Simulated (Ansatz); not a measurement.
# Ir3Rh: relaxation and properties

Aim: for Ir3Rh, relax cell and atoms, see whether it has a gap, which orbitals make up the states near it and how charge is shared and fit an equation of state.

Program: Ansatz 0.2.0. Level of theory: DFT r2SCAN, scalar-relativistic, plane waves, PAW. These are calculated values, not measurements.

### Step 1. Starting point

Symmetry: I4/mmm, No. 139, tetragonal system. Conventional cell: a = 3.838 Å, b = 3.838 Å, c = 7.685 Å, α = 90.00°, β = 90.00°, γ = 90.00°. Ir (site symmetry -4m2) has 8 Ir at 2.71 to 2.72 Å and 4 Rh at 2.72 Å as nearest neighbours. Around Ir (site symmetry 4/mmm) lie 4 Rh at 2.71 Å and 8 Ir at 2.72 Å. Around Rh (site symmetry 4/mmm) lie 12 Ir at 2.71 to 2.72 Å.

As a file:

```cif
data_structure
_symmetry_space_group_name_H-M 'I4/mmm'
_symmetry_Int_Tables_number 139
_cell_length_a 3.8382
_cell_length_b 3.8382
_cell_length_c 7.6854
_cell_angle_alpha 90.000
_cell_angle_beta 90.000
_cell_angle_gamma 90.000
_cell_volume 113.22
loop_
_atom_site_label
_atom_site_type_symbol
_atom_site_symmetry_multiplicity
_atom_site_Wyckoff_symbol
_atom_site_fract_x
_atom_site_fract_y
_atom_site_fract_z
_atom_site_occupancy
Ir1 Ir 4 d 0.00000 0.50000 0.25000 1
Ir2 Ir 2 b 0.50000 0.50000 0.00000 1
Rh1 Rh 2 a 0.00000 0.00000 0.00000 1
```

Source of the structure: the Materials Project (structure only).

(A quick probe on a coarse mesh, which set the mesh and smearing, is not shown.)

### Step 3. Full relaxation

input.yaml reads:

```yaml
crystal:
  lattice:
    - [-1.9190887, 1.9190887, 3.84271007]
    - [1.9190887, -1.9190887, 3.84271007]
    - [1.9190887, 1.9190887, -3.84271007]
  atoms:
    - { symbol: Ir, position: [0.75, 0.25, 0.5] }
    - { symbol: Ir, position: [0.25, 0.75, 0.5] }
    - { symbol: Ir, position: [0.5, 0.5, 0.0] }
    - { symbol: Rh, position: [0.0, 0.0, 0.0] }
basis:
  ecutwfc: 500
kpoints:
  mp_grid: { grid: [16, 16, 16] }
hamiltonian:
  xc: r2scan
scf:
  occupations: { method: gaussian, width: 0.1 }
output:
  forces: true
  stress: true
  eigenvalues: true
relax:
  adjacent_minimum: "off"
  f_tol: 0.005
  max_steps: 80
  cell: { stress_tol: 0.05 }
```

The session goes on with these runs: bands, states and charges; volume × 0.97; the cell scaled to 1.03 of its volume; volume × 0.94; volume × 1.06.

Q: Predict the outcome of this session. Wanted: relaxed cell; volume; formation energy; gap; states at the Fermi level; Bader charges; equilibrium volume of the fit; bulk modulus.

The runs gave:

```
                                                               quantity                                                                      value
                                            relaxed cell (conventional)  a = 3.830 Å, b = 3.830 Å, c = 7.670 Å, α = 90.00°, β = 90.00°, γ = 90.00°
                                                   space group (0.01 Å)                                                           I4/mmm (No. 139)
                                                                 volume                                                              14.06 Å³/atom
formation energy (elements from runs with the same settings, not shown)                                                              -0.02 eV/atom
                                                                    gap                                                               none (metal)
                                              states at the Fermi level                                                       3.84 per eV per cell
                                                          Bader charges                                              Ir -0.06 to -0.03, Rh +0.14 e
                                          equilibrium volume of the fit                                                              14.06 Å³/atom
                                                           bulk modulus                                                                    355 GPa
                                                its pressure derivative                                                                        5.1
```

In words: Relaxation lowered the volume by 0.6 %. It comes out metallic. Of the projected weight within 0.25 eV of the Fermi level, the largest part is Ir 5d (69 %) and Rh 4d (28 %). Bader charges reach 0.1 e, so charge transfer in this metal is small. The fit puts the minimum at 14.06 Å³/atom with B = 355 GPa and B' = 5.1. These runs have no spin-orbit coupling; with Ir it would split and shift bands.
